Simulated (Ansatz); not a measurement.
Below is the output of a Python script on the Ansatz DFT code, driven from Python that makes a convergence test of the k-point mesh of C, space group P-3m1. Write a script that gives it. Level of theory (first run): r2SCAN, PAW, cutoff 530 eV, 4×4×1 k-points, cold smearing of 0.1 eV. The script varies spacing (1/A): 0.9, 0.7, 0.55, 0.45, 0.35.

```yaml
crystal:
  lattice:
    - [2.45623, 0.00000, 0.00000]
    - [-1.22811, 2.12716, 0.00000]
    - [0.00000, 0.00000, 24.13396]
  atoms:
    - { symbol: C, position: [0.00000, 0.00000, 0.57047] }
    - { symbol: C, position: [0.00000, 0.00000, 0.42953] }
    - { symbol: C, position: [0.33333, 0.66667, 0.42952] }
    - { symbol: C, position: [0.66667, 0.33333, 0.57048] }
```

`python c.py` gives:
```text
0.9: -22.08 meV/atom
0.7: +6.30 meV/atom
0.55: +16.60 meV/atom
0.45: -11.97 meV/atom
```

The script that was run (others could print the same):

`c.py`
```python
# -*- coding: utf-8 -*-
"""Convergence of C with the k-point mesh."""

import csv

import ansatz as az

lattice = az.Lattice.of(
    (2.456228, 0.0, 0.0),
    (-1.228114, 2.127155, 0.0),
    (0.0, 0.0, 24.13396),
)
sites = [
    ("C", (0.0, 0.0, 0.570469)),
    ("C", (0.0, 0.0, 0.429531)),
    ("C", (1 / 3, 2 / 3, 0.429525)),
    ("C", (2 / 3, 1 / 3, 0.570475)),
]
crystal = az.Crystal(lattice=lattice)
for symbol, position in sites:
    crystal = crystal.atom(symbol, position)

calc = crystal.calculation()
calc = calc.functional("r2scan").basis(530)
calc = calc.occupations("cold", width=0.1)

rows = []
for value in [0.9, 0.7, 0.55, 0.45, 0.35]:
    r = calc.kpoints(spacing=value).run(threads=1, pin="off").report
    rows.append((value, r["free_energy_ev"] / len(r["lattice"]["sites"]), r["n_iterations"], r["n_kpoints"]))

with open("kconv.csv", "w", newline="") as handle:
    writer = csv.writer(handle)
    writer.writerow(["spacing (1/A)", "F/atom (eV)", "iterations", "k-points"])
    writer.writerows([round(v, 5) if isinstance(v, float) else v for v in row] for row in rows)

# differences from the last row
for row in rows[:-1]:
    shift = 1000 * (row[1] - rows[-1][1])
    print(f"{row[0]}: {shift:+.2f} meV/atom" + ("  (within 1 meV)" if abs(shift) < 1 else ""))
```

Notes:
- The cell holds layers, chains or clusters in vacuum, no bulk phase.
- Cold and Methfessel-Paxton smearing aren't meant for a gap as narrow as their width.
- This isn't the structure that C takes at ambient conditions.
- Shifts are counted from the finest mesh, which is itself no proven limit.
- Hardware and time: 19 s on 1 thread of Arm Neoverse V1, with other jobs on the host, peak memory 0.59 GiB.
